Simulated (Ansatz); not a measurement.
**BH₇SeSi₂: a ladder of functionals and wavefunction methods**

The task here is to estimate one member of a computed series from the others.

Computed with Ansatz 0.2.0, Gaussian basis. Level: functionals in def2-TZVPP, the program's frozen cores in correlated methods.

Plan: LDA (SPW92), PBE-D4, revPBE-D4, BLYP-D4, r2SCAN-D4, B97M-V, PBE0-D4, B3LYP-D4, r2SCANh-D4, r2SCAN0-D4, HSE06-D4, BHLYP-D4, CAM-B3LYP-D4, LC-ωPBE, ωB97X-V, ωB97M-V, B2PLYP, PBE-QIDH; CCSD(T)/def2-SVP; CCSD(T)/def2-TZVPP; MP2/def2-QZVPP; extrapolation to the limit; RPA on PBE.

### The relaxed structure

An earlier PBE0-D4 in a triple-zeta def2 set relaxation fixed the geometry.

SMILES `B[Se][SiH2][SiH3]`, 11 atoms, charge 0, spin multiplicity 1.

Atoms are counted from 1 here; the program's logs count them from 0.

Bond lengths: B1–Se2 1.908 Å, B1–H5 1.192 Å, B1–H6 1.191 Å, Se2–Si3 2.304 Å, Si3–Si4 2.336 Å, Si3–H7 1.487 Å, Si3–H8 1.486 Å, Si4–H9 1.486 Å, Si4–H10 1.487 Å, Si4–H11 1.488 Å. Angles: Se2–B1–H5 121.1°, Se2–B1–H6 116.5°, H5–B1–H6 122.4°, B1–Se2–Si3 98.0°, Se2–Si3–Si4 109.0°, Se2–Si3–H7 106.3°, Se2–Si3–H8 109.0°, Si4–Si3–H7 111.2°, Si4–Si3–H8 112.3°, H7–Si3–H8 108.8°, Si3–Si4–H9 109.3°, Si3–Si4–H10 108.8°, Si3–Si4–H11 111.1°, H9–Si4–H10 109.2°, H9–Si4–H11 109.2°, H10–Si4–H11 109.2°.

As a file:

```mol
BH7SeSi2
  3D, bonds by distance, orders not assigned

 11 10  0  0  0  0  0  0  0  0999 V2000
   -0.7122    2.0452    0.9576 B   0  0
    1.0844    1.4342    1.1519 Se  0  0
    0.7074   -0.8023    0.7462 Si  0  0
    0.0532   -1.0731   -1.4799 Si  0  0
   -1.5963    1.2869    0.7028 H   0  0
   -0.8963    3.2124    1.1078 H   0  0
    1.9940   -1.4971    1.0165 H   0  0
   -0.3169   -1.3010    1.7001 H   0  0
   -1.1661   -0.2628   -1.7357 H   0  0
    1.1500   -0.5983   -2.3638 H   0  0
   -0.2357   -2.5012   -1.7829 H   0  0
  1  2  8  0
  2  3  8  0
  3  4  8  0
  1  5  8  0
  1  6  8  0
  3  7  8  0
  3  8  8  0
  4  9  8  0
  4 10  8  0
  4 11  8  0
M  END
```

The first run:

in.yaml reads:

```yaml
crystal:
  periodic: [false, false, false]
  atoms:
    - {symbol: B, position_ang: [-0.712155, 2.045196, 0.957584]}
    - {symbol: Se, position_ang: [1.084382, 1.434216, 1.151854]}
    - {symbol: Si, position_ang: [0.707400, -0.802294, 0.746233]}
    - {symbol: Si, position_ang: [0.053188, -1.073069, -1.479872]}
    - {symbol: H, position_ang: [-1.596283, 1.286935, 0.702803]}
    - {symbol: H, position_ang: [-0.896317, 3.212415, 1.107830]}
    - {symbol: H, position_ang: [1.993962, -1.497054, 1.016526]}
    - {symbol: H, position_ang: [-0.316893, -1.300971, 1.700088]}
    - {symbol: H, position_ang: [-1.166084, -0.262810, -1.735738]}
    - {symbol: H, position_ang: [1.150027, -0.598271, -2.363767]}
    - {symbol: H, position_ang: [-0.235728, -2.501194, -1.782940]}
basis:
  gaussian: {orbitals: def2-TZVPP}
hamiltonian: {xc: lda}
output: {orbitals: {seedname: orbitals}}
```

Command:

```bash
> ansatz run in.yaml --threads 4 --pin off --events-out ev --progress --plain --max-ram 10444MiB
```

Steps of the session up to this table: LDA; PBE-D4 (GGA); revPBE-D4 (GGA); BLYP-D4 (GGA); r2SCAN-D4 (meta-GGA); B97M-V (meta-GGA); B3LYP-D4 (hybrid); r2SCANh-D4 (hybrid); r2SCAN0-D4 (hybrid); HSE06-D4 (hybrid); BHLYP-D4 (hybrid); CAM-B3LYP-D4 (range-separated); LC-ωPBE (range-separated); ωB97X-V (range-separated); ωB97M-V (range-separated); B2PLYP (double hybrid); PBE-QIDH (double hybrid).

One table of the session follows, with a row left open; its other results are not shown here.

It belongs to the step «Orbital energies across the functionals». 

```
  functional  HOMO (eV)  LUMO (eV)  gap (eV)
 LDA (SPW92)      -6.70      -2.80      3.90
      PBE-D4      -6.56      -2.55      4.01
   revPBE-D4      -6.51      -2.45      4.06
     BLYP-D4      -6.38      -2.36      4.02
   r2SCAN-D4      -6.78      -2.27      4.51
      B97M-V      -6.86      -2.34      4.52
     PBE0-D4      -7.56      -1.64      5.91
    B3LYP-D4      -7.34      -1.81      5.53
  r2SCANh-D4      -7.15      -1.95      5.20
  r2SCAN0-D4      -7.71      -1.48      6.23
    HSE06-D4      -7.17      -2.02      5.15
    BHLYP-D4      -8.41      -0.62      7.78
CAM-B3LYP-D4          ?          ?         ?
     LC-ωPBE     -10.02       0.55     10.57
     ωB97X-V      -9.71       0.47     10.18
     ωB97M-V      -9.58       0.26      9.83
```

Estimate the missing values for CAM-B3LYP-D4.

As computed: HOMO (eV): -8.74; LUMO (eV): -0.54; gap (eV): 8.20. In the column «HOMO (eV)» it lies between ωB97M-V (-9.58) and BHLYP-D4 (-8.41).
